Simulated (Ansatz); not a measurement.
# Br2ClHSn: the cost of one run

Program: Ansatz 0.2.0 through its Python package. Level of theory: PBE/def2-TZVP. These are calculated values, not measurements.

## (1) Starting point

Bond lengths: Cl1–Sn2 2.332 Å, Sn2–Br3 2.495 Å, Sn2–Br4 2.477 Å, Sn2–H5 1.752 Å. Angles: Cl1–Sn2–Br3 107.9°, Cl1–Sn2–Br4 112.0°, Cl1–Sn2–H5 110.6°, Br3–Sn2–Br4 108.4°, Br3–Sn2–H5 109.7°, Br4–Sn2–H5 108.2°.

No structure file is read: the coordinates are typed or built in the script.

## (2) Script

The input, spin_br2clhsn.py:

```python
"""Vertical spin-state energies of Br2ClHSn."""

import ansatz


def main() -> None:
    molecule = (
        ansatz.Crystal.molecule()
        .atom("Cl", [-1.3084, 0.2254, 1.9016])
        .atom("Sn", [0.0453, 0.1253, 0.0048])
        .atom("Br", [1.6612, -1.7514, 0.3115])
        .atom("Br", [-1.2675, -0.3017, -2.0519])
        .atom("H", [0.9193, 1.6287, -0.2074])
    )

    setup = (
        molecule.calculation()
        .basis(gaussian="def2-TZVP")  # the orbital basis, by name
        .functional("pbe")
        .scf(lower_state_search="standard")
    )
    found = {}
    for unpaired in [0, 2]:
        data = setup.spin("collinear", total=unpaired).run().report
        s = unpaired / 2
        found[unpaired] = data["free_energy_ev"]
        print(f"2S+1 = {unpaired + 1}: E = {found[unpaired]:.5f} eV, <S^2> = {abs(data['mean_field']['state']['spin_squared']):.3f} (pure state {s * (s + 1):.2f})")
    lowest = min(found, key=found.get)
    for unpaired, e in found.items():
        print(f"multiplicity {unpaired + 1}: {96.485332 * (e - found[lowest]):.1f} kJ/mol above the lowest")


if __name__ == "__main__":
    main()
```

## (3) The calls as engine input

The package turns the script's settings into the engine's input (first run):

```yaml
crystal:
  periodic: [false, false, false]
  atoms:
    - { symbol: Cl, position_ang: [-1.3084, 0.2254, 1.9016] }
    - { symbol: Sn, position_ang: [0.0453, 0.1253, 0.0048] }
    - { symbol: Br, position_ang: [1.6612, -1.7514, 0.3115] }
    - { symbol: Br, position_ang: [-1.2675, -0.3017, -2.0519] }
    - { symbol: H, position_ang: [0.9193, 1.6287, -0.2074] }
basis:
  gaussian:
    orbitals: def2-TZVP
hamiltonian:
  xc: pbe
magnetization:
  spin_polarized: true
  initial_magnetization: 0.0
scf:
  lower_state_search: standard
```

## (4) Launch

Run with:

```bash
$ python spin_br2clhsn.py
```

Q: Estimate wall time and peak memory on 1 thread of Arm Neoverse V1, shared host.

About 2.1 min, with a peak of 0.65 GiB.
